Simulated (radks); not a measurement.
# Ionising silver step by step, Ag to Ag²³⁺

The task here is to estimate one member of a computed series from the others.

The numbers are computed with radks (a radial shooting solver on a logarithmic mesh, Libxc functionals) version 1 (non-relativistic Kohn-Sham, TPSS, spin-polarised, spherical densities, point nucleus; open shells are filled with parallel spins first), except any that are marked as measured or tabulated.

## The atom as given

* element: silver (Z = 47)
* charges: 0 to 23
* first configuration: [Kr] 4d10 5s1
* last configuration: [Ar] 3d6

The outer shells:

Ag
```
[Kr] core
4d [↑↓][↑↓][↑↓][↑↓][↑↓]
5s [↑ ]
```

Ag²³⁺
```
[Ar] core
3d [↑↓][↑ ][↑ ][↑ ][↑ ]
```

The first run:

Input:

```text
Z 47
configuration [Kr] 4d10 5s1
relativity non-relativistic
functional tpss,tpss
spin polarised
nucleus point
```

Among the steps run: Ag, [Kr] 4d10 5s1.

One table of the session follows, with a row left open; its other results are not shown here.

It belongs to the step «Ag, [Kr] 4d10 5s1». Sizes of the orbitals, from the radial functions (bohr):

| level | <r> | outermost maximum (interpolated) | 90 % within | nodes |
| --- | --- | --- | --- | --- |
| 4s down | 0.9440 | 0.850 | 1.37 | 3 |
| 4s up | 0.9443 | 0.849 | 1.37 | 3 |
| 4p up | 1.017 | 0.888 | 1.51 | 2 |
| 4p down | 1.015 | 0.889 | 1.50 | 2 |
| 4d up | 1.411 | 1.03 | 2.30 | 1 |
| 4d down | 1.387 | 1.02 | 2.25 | 1 |
| 5s up | 3.298 | 2.63 | 5.05 | 4 |
| 5s down | ? | ? | ? | ? |

Estimate the missing values for 5s down.

The run gave: <r>: 3.381; outermost maximum (interpolated): 2.64; 90 % within: 5.21; nodes: 4. In the column «<r>» it is the highest.

Caveats from the session: Relativity is left out here, which matters for elements this heavy. Open shells are spherical and high-spin; term and fine-structure splittings are not resolved.
